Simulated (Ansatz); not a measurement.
# BeH2F4: the cost of one run

Computed with Ansatz 0.2.0 (DFT PBE, scalar-relativistic, plane waves, PAW, unless a step's input says otherwise).

2 further runs of the same task are left out: 1 that didn't finish, 1 set aside as unsound or not needed.

### 1 Starting point

It takes space group P4/mmm (No. 123, tetragonal). The conventional cell has a = 4.998 Å, b = 4.998 Å, c = 3.111 Å, α = 90.00°, β = 90.00°, γ = 90.00°. Be (site symmetry 4/mmm) is surrounded by 4 F at 1.55 Å. H (site symmetry mmm) has 8 F at 2.36 Å as nearest neighbours. Around F (site symmetry m2m) lie 1 Be at 1.55 Å.

Structure file:

```
CELL_PARAMETERS angstrom
4.99792 0.00000 0.00000
0.00000 4.99792 0.00000
0.00000 0.00000 3.11054
ATOMIC_POSITIONS crystal
Be 0.00000 0.00000 0.00000
H 0.00000 0.50000 0.50000
H 0.50000 0.00000 0.50000
F 0.21866 0.21866 0.00000
F 0.78134 0.78134 0.00000
F 0.21866 0.78134 0.00000
F 0.78134 0.21866 0.00000
```

Recipe of the guess: species swapped into a database cell of Cs2PdCl4 (P4/mmm, No. 123), with H on the Cs sites, Be on the Pd sites and F on the Cl sites. Lengths come from tabulated atomic sizes and are only a guess.

### 2 A first look at the guess

File input.yaml:

```yaml
crystal:
  lattice:
    - [4.99791531, 0.0, 0.0]
    - [0.0, 4.99791531, 0.0]
    - [0.0, 0.0, 3.11053589]
  atoms:
    - { symbol: Be, position: [0.0, 0.0, 0.0] }
    - { symbol: H, position: [0.0, 0.5, 0.5] }
    - { symbol: H, position: [0.5, 0.0, 0.5] }
    - { symbol: F, position: [0.21865666, 0.21865666, 0.0] }
    - { symbol: F, position: [0.78134334, 0.78134334, 0.0] }
    - { symbol: F, position: [0.21865666, 0.78134334, 0.0] }
    - { symbol: F, position: [0.78134334, 0.21865666, 0.0] }
basis:
  ecutwfc: 420
kpoints:
  mp_grid: { grid: [4, 4, 6] }
hamiltonian:
  xc: pbe
scf:
  occupations: { method: gaussian, width: 0.1 }
  lower_state_search: "off"
output:
  forces: true
  stress: true
  eigenvalues: true
```

Command:

```console
$ ansatz run input.yaml --threads 1 --pin off --max-ram 2048MiB --backend cpu --events-out ev --progress --plain --runs-dir out
```

What time and memory should one allow on 1 thread of Arm Neoverse N1, shared host?

About 5.9 s, with a peak of 0.32 GiB.
